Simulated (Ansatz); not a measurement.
The system is HPbNO4.

```xyz
7
Lattice="3.8540 0.1438 0.0901 -0.2532 5.5270 0.1647 -0.4820 -1.9272 5.7203" Properties=species:S:1:pos:R:3 pbc="T T T"
H    -0.0083    2.5983    3.2335
Pb    2.1473    2.6778    1.0046
N     2.8237    3.6046    5.7249
O    -0.4057   -0.9417    5.0623
O     2.7256   -0.0852    0.8025
O    -0.5912    2.3982    5.1009
O     0.1280    2.5704    2.2622
```

The cell was built by a generator and needn't be a form met in nature.

* Program: Ansatz 0.2.0
* Task: relaxation of cell and atoms
* Functional: PBE
* Dispersion: D4
* Potentials or basis: Ansatz PAW
* Cutoff: 420 eV (not typed: the program's choice for these potentials)
* k mesh: 5 × 4 × 4
* Occupations: fermi-dirac, width 0.05 eV
* Spin: no spin polarisation

At the start: volume 17.65 Å³/atom.

Task: How do energy, volume and symmetry change on relaxing?

Result: It ends after 21 steps and the volume is 16.41 Å³/atom (-7.0 %); space group P1 (No. 1, to 0.05 Å).

Step by step:
| step | energy change (eV) | largest force (eV/Å) | volume (Å³) |
| --- | --- | --- | --- |
| 1 | 0.0000 | 0.0302 | 123.55 |
| 2 | -0.0257 | 0.1144 | 117.58 |
| 3 | -0.0284 | 0.1954 | 119.01 |
| 4 | -0.0304 | 0.0831 | 118.89 |
| 5 | -0.0337 | 0.0249 | 118.26 |
| 6 | -0.0340 | 0.0224 | 118.19 |
| 7 | -0.0353 | 0.0137 | 117.88 |
| 8 | -0.0356 | 0.0110 | 117.79 |
| 9 | -0.0220 | 0.0108 | 117.79 |
| 10 | -0.0297 | 0.0457 | 116.04 |
| 11 | -0.0296 | 0.0238 | 116.11 |
| 12 | -0.0294 | 0.0107 | 116.18 |
| 13 | -0.0247 | 0.0108 | 116.18 |
| 14 | -0.0278 | 0.0285 | 115.51 |
| 15 | -0.0285 | 0.0147 | 115.32 |
| 16 | -0.0285 | 0.0081 | 115.34 |
| 17 | -0.0259 | 0.0082 | 115.34 |
| 18 | -0.0259 | 0.0074 | 115.33 |
| 19 | -0.0279 | 0.0133 | 114.89 |
| 20 | -0.0280 | 0.0046 | 114.86 |
| 21 | -0.0263 | 0.0044 | 114.86 |

Final structure:
```yaml
crystal:
  lattice:
    - [3.82063, 0.15631, -0.06511]
    - [-0.23876, 5.47196, 0.20998]
    - [-0.70993, -1.86414, 5.42763]
  atoms:
    - { symbol: H, position: [0.13824, 0.65925, 0.56203] }
    - { symbol: Pb, position: [0.59910, 0.51926, 0.14766] }
    - { symbol: N, position: [0.90546, 0.96431, 0.95270] }
    - { symbol: O, position: [0.99172, 0.13548, 0.86465] }
    - { symbol: O, position: [0.72818, 0.01519, 0.12866] }
    - { symbol: O, position: [0.99162, 0.73700, 0.86832] }
    - { symbol: O, position: [0.14188, 0.58810, 0.38665] }
```

Caveat: the plane-wave basis is chosen anew once the cell has moved, so the energies of steps on either side of that aren't comparable; the pressure holds a Pulay correction of +0.5 GPa for the finite cutoff.
